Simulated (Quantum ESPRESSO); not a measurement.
# GeBi3H (Pm-3m) in Quantum ESPRESSO: real-space fields with PBEsol

Aim: the real-space fields of GeBi3H with PBEsol.

All numbers are computed with Quantum ESPRESSO 7.5; they aren't measurements. Logs are shortened: lines on timing, memory, paths and dates and some standing lists are left out, and cuts for length are marked.

## 1. Starting point

The structure is cubic, space group Pm-3m (No. 221). The conventional cell has a = 5.089 Å, b = 5.089 Å, c = 5.089 Å, α = 90.00°, β = 90.00°, γ = 90.00°. Around Ge (site symmetry m-3m) lie 6 Bi at 2.54 Å. Bi (site symmetry 4/mmm) is surrounded by 2 Ge at 2.54 Å. H (site symmetry m-3m) has 12 Bi at 3.60 Å as nearest neighbours.

The cell was built by a generator and needn't be a form met in nature.

## 2. Real-space fields, PBEsol

pw.in reads:

```
&CONTROL
  calculation = 'scf'
  prefix = 'pwscf'
  outdir = './tmp'
  pseudo_dir = './pseudo'
  tprnfor = .true.
  tstress = .true.
  disk_io = 'low'
/
&SYSTEM
  ibrav = 0
  nat = 5
  ntyp = 3
  ecutwfc = 78
  nbnd = 40
  occupations = 'smearing'
  smearing = 'fd'
  degauss = 0.00367493
/
&ELECTRONS
  conv_thr = 1d-09
  electron_maxstep = 120
  mixing_beta = 0.5
/
ATOMIC_SPECIES
Ge    72.6300 Ge.upf
Bi   208.9804 Bi.upf
H      1.0080 H.upf
CELL_PARAMETERS angstrom
   5.0887837200    0.0000000000    0.0000000000
   0.0000000000    5.0887837200    0.0000000000
   0.0000000000    0.0000000000    5.0887837200
ATOMIC_POSITIONS crystal
Ge     0.0000000000    0.0000000000    0.0000000000
Bi     0.5000000000    0.0000000000    0.0000000000
Bi     0.0000000000    0.5000000000    0.0000000000
Bi     0.0000000000    0.0000000000    0.5000000000
H      0.5000000000    0.5000000000    0.5000000000
K_POINTS automatic
5 5 5 0 0 0
```

pp_density.in reads:

```
&INPUTPP
  prefix = 'pwscf'
  outdir = './tmp'
  filplot = 'density.dat'
  plot_num = 0
/
&PLOT
  nfile = 1
  filepp(1) = 'density.dat'
  iflag = 3
  output_format = 6
  fileout = 'density.cube'
/
```

pp_potential.in reads:

```
&INPUTPP
  prefix = 'pwscf'
  outdir = './tmp'
  filplot = 'potential.dat'
  plot_num = 11
/
&PLOT
  nfile = 1
  filepp(1) = 'potential.dat'
  iflag = 3
  output_format = 6
  fileout = 'potential.cube'
/
```

pp_elf.in reads:

```
&INPUTPP
  prefix = 'pwscf'
  outdir = './tmp'
  filplot = 'elf.dat'
  plot_num = 8
/
&PLOT
  nfile = 1
  filepp(1) = 'elf.dat'
  iflag = 3
  output_format = 6
  fileout = 'elf.cube'
/
```

pp_potential_ks.in reads:

```
&INPUTPP
  prefix = 'pwscf'
  outdir = './tmp'
  filplot = 'potential_ks.dat'
  plot_num = 1
/
&PLOT
  nfile = 1
  filepp(1) = 'potential_ks.dat'
  iflag = 3
  output_format = 6
  fileout = 'potential_ks.cube'
/
```

Potentials or basis: PseudoDojo 0.4.1 SR PBEsol standard.

Run with:

```sh
$ OMP_NUM_THREADS=1 pw.x -in pw.in > pw.out
$ OMP_NUM_THREADS=1 pp.x -in pp_density.in > pp_density.out
$ OMP_NUM_THREADS=1 pp.x -in pp_potential.in > pp_potential.out
$ OMP_NUM_THREADS=1 pp.x -in pp_elf.in > pp_elf.out
$ OMP_NUM_THREADS=1 pp.x -in pp_potential_ks.in > pp_potential_ks.out
```

pw.out:

```text
This program is part of the open-source Quantum ESPRESSO suite
     for quantum simulation of materials; please cite
[... 9 lines left out ...]
     --------------------
     sticks:   dense  smooth     PW     G-vecs:    dense   smooth      PW
     Sum        2305    2305    633                82663    82663   11981

     Using Slab Decomposition

     bravais-lattice index     =            0
     lattice parameter (alat)  =       9.6164  a.u.
     unit-cell volume          =     889.2801 (a.u.)^3
     number of atoms/cell      =            5
     number of atomic types    =            3
     number of electrons       =        60.00
     number of Kohn-Sham states=           40
     kinetic-energy cutoff     =      78.0000  Ry
     charge density cutoff     =     312.0000  Ry
     scf convergence threshold =      1.0E-09
     mixing beta               =       0.5000
     number of iterations used =            8  plain     mixing
     Exchange-correlation= PBESOL
                           (   1   4  10   8   0   0   0)

     celldm(1)=   9.616408  celldm(2)=   0.000000  celldm(3)=   0.000000
     celldm(4)=   0.000000  celldm(5)=   0.000000  celldm(6)=   0.000000

     crystal axes: (cart. coord. in units of alat)
               a(1) = (   1.000000   0.000000   0.000000 )
               a(2) = (   0.000000   1.000000   0.000000 )
               a(3) = (   0.000000   0.000000   1.000000 )

     reciprocal axes: (cart. coord. in units 2 pi/alat)
               b(1) = (  1.000000  0.000000  0.000000 )
               b(2) = (  0.000000  1.000000  0.000000 )
               b(3) = (  0.000000  0.000000  1.000000 )

     PseudoPot. # 1 for Ge read from file:
     Ge.upf
     Pseudo is Norm-conserving + core correction, Zval = 14.0
     Generated using ONCVPSP code by D. R. Hamann
     Using radial grid of 1560 points,  6 beta functions with:
                l(1) =   0
                l(2) =   0
                l(3) =   1
                l(4) =   1
                l(5) =   2
                l(6) =   2

     PseudoPot. # 2 for Bi read from file:
     Bi.upf
     Pseudo is Norm-conserving + core correction, Zval = 15.0
     Generated using ONCVPSP code by D. R. Hamann
     Using radial grid of 1472 points,  6 beta functions with:
                l(1) =   0
                l(2) =   0
                l(3) =   1
                l(4) =   1
                l(5) =   2
                l(6) =   2

     PseudoPot. # 3 for H  read from file:
     H.upf
     Pseudo is Norm-conserving, Zval =  1.0
     Generated using ONCVPSP code by D. R. Hamann
     Using radial grid of 1180 points,  3 beta functions with:
                l(1) =   0
                l(2) =   0
                l(3) =   1

     atomic species   valence    mass     pseudopotential
     Ge               14.00    72.63000     Ge( 1.00)
     Bi               15.00   208.98040     Bi( 1.00)
     H                 1.00     1.00800     H ( 1.00)

     48 Sym. Ops., with inversion, found

   Cartesian axes

     site n.     atom                  positions (alat units)
         1        Ge     tau(   1) = (   0.0000000   0.0000000   0.0000000  )
         2        Bi     tau(   2) = (   0.5000000   0.0000000   0.0000000  )
         3        Bi     tau(   3) = (   0.0000000   0.5000000   0.0000000  )
         4        Bi     tau(   4) = (   0.0000000   0.0000000   0.5000000  )
         5        H      tau(   5) = (   0.5000000   0.5000000   0.5000000  )

     number of k points=    10  Fermi-Dirac smearing, width (Ry)=  0.0037
                       cart. coord. in units 2pi/alat
        k(    1) = (   0.0000000   0.0000000   0.0000000), wk =   0.0160000
        k(    2) = (   0.0000000   0.0000000   0.2000000), wk =   0.0960000
        k(    3) = (   0.0000000   0.0000000   0.4000000), wk =   0.0960000
        k(    4) = (   0.0000000   0.2000000   0.2000000), wk =   0.1920000
        k(    5) = (   0.0000000   0.2000000   0.4000000), wk =   0.3840000
        k(    6) = (   0.0000000   0.4000000   0.4000000), wk =   0.1920000
        k(    7) = (   0.2000000   0.2000000   0.2000000), wk =   0.1280000
        k(    8) = (   0.2000000   0.2000000   0.4000000), wk =   0.3840000
        k(    9) = (   0.2000000   0.4000000   0.4000000), wk =   0.3840000
        k(   10) = (   0.4000000   0.4000000   0.4000000), wk =   0.1280000

     Dense  grid:    82663 G-vectors     FFT dimensions: (  60,  60,  60)

     Initial potential from superposition of free atoms

     starting charge      59.9969, renormalised to      60.0000
     Starting wfcs are   37 randomized atomic wfcs +    3 random wfcs

     Self-consistent Calculation

     iteration #  1     ecut=    78.00 Ry     beta= 0.50
     Davidson diagonalization with overlap
     ethr =  1.00E-02,  avg # of iterations =  7.2

     Threshold (ethr) on eigenvalues was too large:
     Diagonalizing with lowered threshold

     Davidson diagonalization with overlap
     ethr =  3.13E-04,  avg # of iterations =  2.0

     total energy              =    -670.59870528 Ry
     estimated scf accuracy    <       0.18818540 Ry

     iteration #  2     ecut=    78.00 Ry     beta= 0.50
     Davidson diagonalization with overlap
     ethr =  3.14E-04,  avg # of iterations =  2.5
[... 50 lines left out ...]
     total energy              =    -670.64596928 Ry
     estimated scf accuracy    <       0.00000031 Ry

     iteration # 10     ecut=    78.00 Ry     beta= 0.50
     Davidson diagonalization with overlap
     ethr =  2.40E-10,  avg # of iterations =  2.0

     End of self-consistent calculation

          k = 0.0000 0.0000 0.0000 ( 10395 PWs)   bands (ev):

   -16.1653 -16.1653 -15.9946 -15.9946 -15.9946 -14.0935 -13.8239 -13.8239
   -13.8239 -13.7196 -13.7196 -13.7072 -13.7072 -13.6759 -13.6759 -13.6759
   -13.6683 -13.6683 -13.6683 -13.6270  -5.1054  -0.7221  -0.7221   3.3536
     3.3536   3.3536   4.4472   8.7242   9.9101   9.9101   9.9101  10.0844
    10.0844  10.0844  14.3226  14.3226  14.3226  14.8329  14.8329  17.0100

          k = 0.0000 0.0000 0.2000 ( 10339 PWs)   bands (ev):
[... 65 lines left out ...]
   -16.0593 -16.0593 -15.9731 -15.9730 -15.9730 -13.9498 -13.9155 -13.9155
   -13.7770 -13.7770 -13.7738 -13.7652 -13.7580 -13.7580 -13.7117 -13.6635
   -13.6635 -13.6559 -13.6559 -13.6467  -3.2208  -2.1120  -2.1120  -1.1338
     5.8151   5.9794   5.9794   8.4122   8.9920   8.9920  10.5814  12.1822
    12.1822  12.3484  13.3294  13.3294  14.3396  15.4900  16.7346  16.7346

     the Fermi energy is     9.2922 ev

!    total energy              =    -670.64596932 Ry
     estimated scf accuracy    <          2.4E-10 Ry
     smearing contrib. (-TS)   =      -0.00193445 Ry
     internal energy E=F+TS    =    -670.64403487 Ry

     The total energy is F=E-TS. E is the sum of the following terms:
     one-electron contribution =    -344.87852272 Ry
     hartree contribution      =     206.53307760 Ry
     xc contribution           =    -172.88336061 Ry
     ewald contribution        =    -359.41522915 Ry

     convergence has been achieved in  10 iterations

     Forces acting on atoms (cartesian axes, Ry/au):

     atom    1 type  1   force =     0.00000000    0.00000000    0.00000000
     atom    2 type  2   force =     0.00000000    0.00000000    0.00000000
     atom    3 type  2   force =     0.00000000    0.00000000    0.00000000
     atom    4 type  2   force =     0.00000000    0.00000000    0.00000000
     atom    5 type  3   force =     0.00000000    0.00000000    0.00000000

     Total force =     0.000000     Total SCF correction =     0.000000

     Computing stress (Cartesian axis) and pressure

          total   stress  (Ry/bohr**3)                   (kbar)     P=      130.84
   0.00088940   0.00000000   0.00000000          130.84        0.00        0.00
   0.00000000   0.00088940   0.00000000            0.00      130.84        0.00
   0.00000000   0.00000000   0.00088940            0.00        0.00      130.84

=------------------------------------------------------------------------------=
   JOB DONE.
=------------------------------------------------------------------------------=
```

Run time: 42 s. Hardware: 1 thread of Intel Xeon Platinum 8488C (Sapphire Rapids), shared host; peak memory 0.19 GiB.

Results:

* Free energy: -9124.6033 eV
* Pressure: 13.1 GPa
* Band gap on the k mesh: none (metal or under the smearing width)

Caveat: spin-orbit coupling is left out, which moves the levels of the heavy elements.
